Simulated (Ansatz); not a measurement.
# AgBiTeSe (P4/mmm): scan of the energy under strain, by script

What does a strain cost in AgBiTeSe (P4/mmm)? Wanted for AgBiTeSe (P4/mmm): a scan of the energy under strain.

All numbers are computed with Ansatz 0.2.0, driven from Python. Level of theory: DFT PBEsol, plane waves, PAW.

### 1 The structure

The structure is tetragonal, space group P4/mmm (No. 123). The conventional cell has a = 4.202 Å, b = 4.202 Å, c = 6.292 Å, α = 90.00°, β = 90.00°, γ = 90.00°. Ag (site symmetry 4/mmm) is surrounded by 4 Te at 2.97 Å and 2 Se at 3.15 Å. Bi (site symmetry 4/mmm) is surrounded by 4 Se at 2.97 Å and 2 Te at 3.15 Å. Te (site symmetry 4/mmm) is surrounded by 4 Ag at 2.97 Å and 2 Bi at 3.15 Å. Around Se (site symmetry 4/mmm) lie 4 Bi at 2.97 Å and 2 Ag at 3.15 Å.

No structure file is read: the coordinates are typed or built in the script.

### 2 The script

The input, strain_agbitese.py:

```python
"""A rhombohedral strain scan of AgBiTeSe."""

import ansatz as az
import numpy as np

VECTORS = np.array([
    [4.202193, 0.0, 0.0],
    [0.0, 4.202193, 0.0],
    [0.0, 0.0, 6.29225],
])
SITES = [
    ("Ag", (0.0, 0.0, 0.0)),
    ("Bi", (0.5, 0.5, 0.5)),
    ("Te", (0.5, 0.5, 0.0)),
    ("Se", (0.0, 0.0, 0.5)),
]


def on_lattice(cell):
    crystal = az.Crystal(lattice=az.Lattice.of(cell))
    for symbol, position in SITES:
        crystal = crystal.atom(symbol, position)
    return crystal


def main() -> None:
    # clamped ions: the fractional positions stay as typed
    values = np.linspace(-0.01, 0.01, 7)
    energies = []
    for d in values:
        strain = d / 2 * (np.ones((3, 3)) - np.eye(3))
        cell = VECTORS @ (np.eye(3) + strain)
        model = on_lattice(cell).calculation()
        model = model.basis(510)
        model = model.functional("pbesol").pseudopotentials("paw")
        model = model.occupations("fermi_dirac", width=0.05)
        model = model.kpoints(6, 6, 4)
        report = model.run(threads=1).report
        energies.append(report["free_energy_ev"] / len(SITES))
        print(f"d = {d:+.4f}  F = {energies[-1]:.5f} eV/atom")
    energies = np.array(energies)

    for value, e in zip(values, energies):
        print(f"strain {value:7.3f}   E - Emin = {1000 * (e - energies.min()):9.3f} meV/atom")
    np.savetxt("strain.csv", np.column_stack([values, energies]), fmt="%.6f", delimiter=",", header="strain,energy_eV_per_atom")
    curvature = 2 * np.polyfit(values, energies, 3)[1]
    volume = abs(np.linalg.det(VECTORS)) / len(SITES)
    print(f"d2E/dd2 over the volume: {curvature / volume * 160.21766:.1f} GPa")


if __name__ == "__main__":
    main()
```

### 3 What the engine is handed

The engine receives this input (first run):

```yaml
crystal:
  lattice:
    - [4.202193, -0.021010965000000003, -0.021010965000000003]
    - [-0.021010965000000003, 4.202193, -0.021010965000000003]
    - [-0.03146125, -0.03146125, 6.29225]
  atoms:
    - { symbol: Ag, position: [0.0, 0.0, 0.0] }
    - { symbol: Bi, position: [0.5, 0.5, 0.5] }
    - { symbol: Te, position: [0.5, 0.5, 0.0] }
    - { symbol: Se, position: [0.0, 0.0, 0.5] }
basis:
  ecutwfc: 510.0
kpoints:
  mp_grid:
    grid: [6, 6, 4]
hamiltonian:
  xc: pbesol
  pseudopotentials:
    kind: paw
scf:
  occupations:
    method: fermi_dirac
    width: 0.05
```

### 4 The run

Started as:

```
$ python strain_agbitese.py
```

**Question.** How much energy does this rhombohedral strain cost, and what curvature follows?

As calculated:

```
                  quantity          value
curvature under the strain       69.0 GPa
             runs compared              7
           range of energy  0.60 meV/atom
      lowest point, strain          0.000
```

In words: Against the unstrained cell the energy per atom changes by +0.60 meV at one end of the scan and +0.59 meV at the other, and its second derivative over the volume is 69.0 GPa. Reading the output:
- The mesh is modest for a metal, so energies can be off by several to tens of meV an atom and pressures by half a GPa or more; differences at equal mesh fare better.
- The curvature belongs to this strain pattern and to the cell's stress; it equals a single elastic constant only for simple patterns.
- In a metal a curvature from energy changes of a few meV or less hangs on mesh and smearing, in size and even in sign.
- Spin-orbit coupling, which matters for elements this heavy, is left out.
- The structure comes from a database of computed cells and needn't be a stable or known phase.
- The ions keep their fractional positions (clamped ions).
